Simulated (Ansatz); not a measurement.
# C₄H₇FSi: one species, many methods

An exercise on one series of results from a longer session: the logs are not shown, and one member is left open.

Program: Ansatz 0.2.0, Gaussian basis. Level of theory: functionals in def2-TZVPP, the program's frozen cores in correlated methods. These are calculated values, not measurements.

Plan: PBE-D4, r2SCAN-D4, PBE0-D4, B3LYP-D4, ωB97X-V, ωB97M-V, B2PLYP; CCSD(T)/def2-TZVPP; MP2/def2-QZVPP; extrapolation to the limit.

**The relaxed structure**

An earlier PBE0-D4 in a triple-zeta def2 set relaxation fixed the geometry.

13 atoms, charge 0, spin multiplicity 1.

Atoms are counted from 1 here; the program's logs count them from 0.

Bond lengths: C1–C2 1.320 Å, C1–H7 1.085 Å, C1–H8 1.088 Å, C2–C3 1.511 Å, C2–Si4 1.813 Å, C3–Si4 1.868 Å, C3–H9 1.089 Å, C3–H10 1.089 Å, Si4–C5 1.887 Å, Si4–H11 1.480 Å, C5–F6 1.390 Å, C5–H12 1.095 Å, C5–H13 1.095 Å. Angles: C2–C1–H7 121.4°, C2–C1–H8 121.8°, H7–C1–H8 116.9°, C1–C2–C3 136.6°, C1–C2–Si4 155.8°, C3–C2–Si4 67.7°, C2–C3–Si4 63.9°, C2–C3–H9 116.8°, C2–C3–H10 116.5°, Si4–C3–H9 120.0°, Si4–C3–H10 119.2°, H9–C3–H10 112.3°, C2–Si4–C3 48.4°, C2–Si4–C5 119.8°, C2–Si4–H11 120.9°, C3–Si4–C5 117.4°, C3–Si4–H11 120.0°, C5–Si4–H11 114.5° and more.

Geometry (Å):

```
C    -1.99071   -1.10819    0.46856
C    -0.72503   -0.75512    0.34216
C     0.51425   -1.32761   -0.30602
Si    0.72118    0.31864    0.55164
C     0.91974    1.84755   -0.53664
F     0.42093    2.98067    0.09635
H    -2.70038   -0.48540    1.00350
H    -2.37242   -2.03428    0.04301
H     0.51981   -1.37990   -1.39406
H     0.93406   -2.22180    0.15222
H     1.43144    0.39291    1.84756
H     1.97218    2.03165   -0.77785
H     0.37536    1.70617   -1.47585
```

Set-up of the first run:

File in.yaml:

```yaml
crystal:
  periodic: [false, false, false]
  atoms:
    - {symbol: C, position_ang: [-1.990714, -1.108194, 0.468562]}
    - {symbol: C, position_ang: [-0.725029, -0.755123, 0.342165]}
    - {symbol: C, position_ang: [0.514249, -1.327606, -0.306020]}
    - {symbol: Si, position_ang: [0.721182, 0.318644, 0.551638]}
    - {symbol: C, position_ang: [0.919736, 1.847547, -0.536643]}
    - {symbol: F, position_ang: [0.420926, 2.980669, 0.096353]}
    - {symbol: H, position_ang: [-2.700378, -0.485397, 1.003502]}
    - {symbol: H, position_ang: [-2.372424, -2.034279, 0.043014]}
    - {symbol: H, position_ang: [0.519807, -1.379897, -1.394059]}
    - {symbol: H, position_ang: [0.934063, -2.221800, 0.152225]}
    - {symbol: H, position_ang: [1.431440, 0.392912, 1.847563]}
    - {symbol: H, position_ang: [1.972181, 2.031652, -0.777853]}
    - {symbol: H, position_ang: [0.375359, 1.706170, -1.475847]}
basis:
  gaussian: {orbitals: def2-TZVPP}
hamiltonian: {xc: pbe, dispersion: d4}
output: {forces: true, orbitals: {seedname: orbitals}}
```

On the command line:

```console
ansatz run in.yaml --threads 4 --pin off --events-out ev --progress --plain --max-ram 10444MiB
```

Steps of the session up to this table: PBE-D4 (GGA); r2SCAN-D4 (meta-GGA); PBE0-D4 (hybrid); B3LYP-D4 (hybrid); ωB97X-V (range-separated); ωB97M-V (range-separated); B2PLYP (double hybrid); CCSD(T) in def2-TZVPP; MP2 in def2-QZVPP.

One of the session's tables, all rows but one given; the rest of the session is left out.

```
            method  atomisation energy (kcal/mol)
            PBE-D4                         1244.7
         r2SCAN-D4                         1217.9
           PBE0-D4                              ?
          B3LYP-D4                         1211.9
           ωB97X-V                         1214.7
           ωB97M-V                         1215.5
            B2PLYP                         1199.1
     HF/def2-TZVPP                          885.0
    MP2/def2-TZVPP                         1201.3
   CCSD/def2-TZVPP                         1159.9
CCSD(T)/def2-TZVPP                         1179.4
           MP2/CBS                         1231.5
       CCSD(T)/CBS                         1209.6
```

Q: Estimate the row for PBE0-D4 from the others.

**Answer.** atomisation energy (kcal/mol): 1221.6. In the column «atomisation energy (kcal/mol)» it lies between r2SCAN-D4 (1217.9) and MP2/CBS (1231.5).

Limits of these values: Free atoms (4 C, 1 Si, 1 F, 7 H) were run apart at each level; the atomisation energy is their sum less the molecule, without zero-point or spin-orbit terms.
